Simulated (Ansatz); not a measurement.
# CuTe: the cost of one run

Program: Ansatz 0.2.0. Level of theory: DFT PBEsol, scalar-relativistic, plane waves, PAW. These are calculated values, not measurements.

## Step 1: The system as given

It takes space group F-43m (No. 216, cubic). The conventional cell has a = 6.295 Å, b = 6.295 Å, c = 6.295 Å, α = 90.00°, β = 90.00°, γ = 90.00°. Cu (site symmetry -43m) is surrounded by 4 Te at 2.73 Å. Around Te (site symmetry -43m) lie 4 Cu at 2.73 Å.

As a file:

```cif
data_structure
_symmetry_space_group_name_H-M 'P 1'
_symmetry_Int_Tables_number 1
_cell_length_a 4.4515
_cell_length_b 4.4515
_cell_length_c 4.4515
_cell_angle_alpha 60.000
_cell_angle_beta 60.000
_cell_angle_gamma 60.000
_cell_volume 62.38
loop_
_atom_site_label
_atom_site_type_symbol
_atom_site_fract_x
_atom_site_fract_y
_atom_site_fract_z
_atom_site_occupancy
Cu1 Cu 0.00000 0.00000 0.00000 1
Te1 Te 0.25000 0.25000 0.25000 1
```

Starting moments: Cu 1.00 μB.

## Step 2: At the starting volume

input.yaml reads:

```yaml
crystal:
  lattice:
    - [0.0, 3.1477136676, 3.1477136676]
    - [3.1477136676, 0.0, 3.1477136676]
    - [3.1477136676, 3.1477136676, 0.0]
  atoms:
    - { symbol: Cu, position: [0.0, 0.0, 0.0], spin: 1.0 }
    - { symbol: Te, position: [0.25, 0.25, 0.25] }
basis:
  ecutwfc: 420
  ecutrho_ratio: 4
kpoints:
  mp_grid: { grid: [8, 8, 8] }
hamiltonian:
  xc: pbesol
scf:
  occupations: { method: gaussian, width: 0.05 }
output:
  forces: true
  stress: true
  eigenvalues: true
  populations: true
magnetization:
  spin_polarized: true
```

Q: Estimate wall time and peak memory on 4 threads of an Arm CPU, shared host.

About 7.5 s, with a peak of 0.41 GiB.
